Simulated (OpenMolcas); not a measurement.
# BCl2F (dichlorofluoroborane): HF/cc-pVTZ

Aim: the vertical ionisation energy of BCl2F (dichlorofluoroborane) at HF/cc-pVTZ, from 2 runs. 

The results are computed with OpenMolcas 26.06.

## 1. The molecule

The species is BCl2F (4 atoms), meant as a singlet with charge 0. As SMILES, `FB(Cl)Cl`. The coordinates come from a PBE0-D4/def2-TZVP relaxation.

Bond lengths: F1–B2 1.310 Å, B2–Cl3 1.739 Å, B2–Cl4 1.739 Å. Angles: F1–B2–Cl3 119.3°, F1–B2–Cl4 119.3°, Cl3–B2–Cl4 121.5°.

## 2. Energy and forces at HF/cc-pVTZ

geom.xyz reads:

```xyz
4

F      0.114370    -1.165320    -0.781190
B      0.007910    -0.080610    -0.054040
Cl    -1.549540     0.373780     0.571420
Cl     1.427260     0.872140     0.263810
```

job.inp reads:

```
* BCl2F Hartree-Fock

&GATEWAY
  BasLib
  $CurrDir
  Coord
  geom.xyz
  Basis
  cc-pVTZ
  Group
  NoSym

&SEWARD

&SCF
  PrOrbitals
  0

&ALASKA
```

The basis set cc-pVTZ is read from a file made from the Basis Set Exchange's data (not shown).

On the command line:

```
$ export MOLCAS_MEM=1860
$ pymolcas job.inp > job.log
```

The log of the run (excerpt; [...] marks lines left out):

```text
--- Start Module: gateway ---
[...]
--- Stop Module: gateway /rc=_RC_ALL_IS_WELL_ ---
[...]
      Basis functions          128
[...]
--- Start Module: scf ---
[...]
       Convergence after  11 Iterations
[...]
::    Total SCF energy                              -1043.3580979059
[...]
      Total spin, S                                     0.0000000000
[...]
      Total electronic charge=   48.000000
      Total            charge=   -0.000000
[...]
      Dipole Moment (debye):
      Origin of the operator (angstrom)=   -0.0202    0.2055    0.1378
                   X= -2.5400E-02               Y=  2.5875E-01               Z=  1.7345E-01           Total=  3.1254E-01
      Quadrupole Moment (debye*angstrom):
[...]
--- Stop Module: scf /rc=_RC_ALL_IS_WELL_ ---
[...]
--- Start Module: alaska ---
[...]
 *              Molecular gradients               *
 **************************************************
  Irreducible representation: a
 ------------------------------------------------------------------------------------------
                              X                       Y                       Z
 ------------------------------------------------------------------------------------------
  F1                1.37867360663413E-03   -1.40411090729202E-02   -9.41237618297208E-03
  B2               -1.59255224912444E-03    1.62267408166745E-02    1.08768223316243E-02
  CL3               4.26289451349504E-03   -3.96681703829671E-04   -1.16144409249586E-03
  CL4              -4.04901587099715E-03   -1.78895003975654E-03   -3.03002056114554E-04
 ------------------------------------------------------------------------------------------
--- Stop Module: alaska /rc=_RC_ALL_IS_WELL_ ---
[...]
```

Wall time 27 s (1 thread of Arm Neoverse V1, shared host); peak memory 0.88 GiB.

## 3. The doublet cation at the same level

geom.xyz is that of step 2.

job.input reads:

```
* BCl2F Hartree-Fock
&gateway
baslib=$CurrDir
coord=geom.xyz
basis=cc-pVTZ
group=NoSym
&seward
&scf
uhf
charge=1
spin=2
prorbitals=0
&alaska
```

The basis set cc-pVTZ is read from a file made from the Basis Set Exchange's data (not shown).

On the command line:

```
$ export MOLCAS_MEM=1860
$ pymolcas job.input > job.log
```

The log of the run (excerpt; [...] marks lines left out):

```text
--- Start Module: gateway ---
[...]
--- Stop Module: gateway /rc=_RC_ALL_IS_WELL_ ---
[...]
      Basis functions          128
[...]
--- Start Module: scf ---
[...]
       Convergence after  20 Iterations
[...]
::    Total SCF energy                              -1042.9239609522
[...]
      Total spin, S                                     0.5189570068
[...]
      Total electronic charge=   47.000000
      Total            charge=    1.000000
[...]
      Dipole Moment (debye):
      Origin of the operator (angstrom)=   -0.0202    0.2055    0.1378
                   X= -1.5044E-01               Y=  1.5364E+00               Z=  1.0299E+00           Total=  1.8557E+00
      Center of Charge (angstrom)
[...]
--- Stop Module: scf /rc=_RC_ALL_IS_WELL_ ---
[...]
--- Start Module: alaska ---
[...]
 *              Molecular gradients               *
 **************************************************
  Irreducible representation: a
 ------------------------------------------------------------------------------------------
                              X                       Y                       Z
 ------------------------------------------------------------------------------------------
  F1                3.57080010203359E-03   -3.63879343245124E-02   -2.43926840481183E-02
  B2               -6.35695909049348E-03    6.48309111553158E-02    4.34584410654756E-02
  CL3              -7.16278209278087E-03   -1.56526172078095E-02   -8.64794109311084E-03
  CL4               9.94894108110600E-03   -1.27903596229366E-02   -1.04178159242179E-02
 ------------------------------------------------------------------------------------------
--- Stop Module: alaska /rc=_RC_ALL_IS_WELL_ ---
[...]
```

It took 38 s on 1 thread of Arm Neoverse V1, shared host; peak memory 0.88 GiB.

## 4. Outcome

Level: HF/cc-pVTZ.

```
                                          quantity           value
                       singlet BCl2F: total energy  -1043.35810 Eh
                      singlet BCl2F: dipole moment          0.31 D
                        singlet BCl2F: HOMO energy       -12.85 eV
                        singlet BCl2F: LUMO energy         2.95 eV
                      singlet BCl2F: HOMO–LUMO gap        15.80 eV
           singlet BCl2F: largest force on an atom      1.008 eV/Å
                      doublet cation: total energy  -1042.92396 Eh
doublet cation: HOMO energy (highest over α and β)       -17.93 eV
 doublet cation: LUMO energy (lowest over α and β)       -10.78 eV
                              doublet cation: ⟨S²⟩           0.788
          doublet cation: largest force on an atom      4.027 eV/Å
vertical ionisation energy (to the doublet cation)       11.813 eV
```

**Reading.** Removing an electron at fixed nuclei costs 11.81 eV (1140 kJ/mol). The largest force (singlet BCl2F) is 1.01 eV/Å: the shape isn't a stationary point for this species at this level. The negative HOMO energy of the first species, 12.85 eV, lies 1.03 eV above that difference. Mulliken charges (singlet BCl2F) run from -0.20 on F1 to +0.40 on B2.
